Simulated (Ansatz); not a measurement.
This script drives the Python package of Ansatz (0.2.0).

`run_fdcheck.py`:
```python
import warnings

import ansatz as az
import numpy as np

VECTORS = np.array([
    [3.19635, 0.00116, 0.00288],
    [0.00116, 3.17965, -0.0047],
    [0.00288, -0.0047, 3.17972],
])
SITES = [
    ("Cl", (0.99202, 0.98448, 0.99751)),
    ("O", (0.49827, 0.51385, 0.49123)),
]


def on_lattice(cell):
    crystal = az.Crystal(lattice=az.Lattice.of(cell))
    for symbol, position in SITES:
        crystal = crystal.atom(symbol, position)
    return crystal

warnings.simplefilter("ignore", az.DeckWarning)

def solve(crystal):
    return (
        crystal.calculation()
        .functional("r2scan", dispersion="d3bjatm")
        .occupations("gaussian", width=0.05)
        .basis(650, xc_grid=2)
        .kpoints(6, 6, 6)
        .scf(tolerance=1e-09)
        .forces()
        .stress()
        .run(threads=1)
    ).report


centre = solve(on_lattice(VECTORS))
start = on_lattice(VECTORS)
print(f"force on atom 1 along y: analytic {centre['forces_ev_ang'][1][1]:.4f} eV/A")
for h in (0.004, 0.016):
    shift = np.eye(3)[1] * h @ np.linalg.inv(VECTORS)
    plus, minus = (solve(start.move(1, to=np.array(SITES[1][1]) + sign * shift))["lagrangian_ev"] for sign in (1, -1))
    print(f"  step {h} A: numerical {-(plus - minus) / (2 * h):.4f} eV/A")
volume = abs(np.linalg.det(VECTORS))
larger, smaller = (solve(on_lattice(VECTORS * (1 + sign * 0.005) ** (1 / 3)))["lagrangian_ev"] for sign in (1, -1))
numerical = -(larger - smaller) / (0.01 * volume) * 160.21766
print(f"pressure: analytic {np.trace(centre['stress_gpa']) / 3:.3f}, numerical {numerical:.3f} GPa")
```

It is started by `python run_fdcheck.py`. Estimate its wall time and peak memory on 1 thread of Arm Neoverse V1 (shared host).

It took about 100 s, with a peak of 0.45 GiB, for 7 runs of the engine.

```console
$ python run_fdcheck.py
force on atom 1 along y: analytic 0.2622 eV/A
  step 0.004 A: numerical 0.2622 eV/A
  step 0.016 A: numerical 0.2625 eV/A
pressure: analytic -12.354, numerical -12.353 GPa
```

What to keep in mind:
- Absolute energies stand on the zero of these potentials, so only differences at equal settings mean something. A total without «per atom» is that of the whole cell that was run.
- The cell holds an odd number of electrons and is run without spin, so a magnetic state may lie lower.
- Dispersion corrections can be off by several per cent in the lattices of metals, and by several GPa in the pressure at a fixed cell.
- The mesh is modest for a metal, so energies can be off by several to tens of meV an atom and pressures by half a GPa or more; differences at equal mesh fare better.
- The program warned that this SCF threshold is loose for forces or stresses.
- Pressure is positive in compression.
- The cell is a database structure, distorted on purpose.
- The central difference errs as the square of the step, so the shorter step is the fairer test; what remains comes from the finite grid and the SCF threshold.
- The script silences the warnings on its input, which a real study should read.
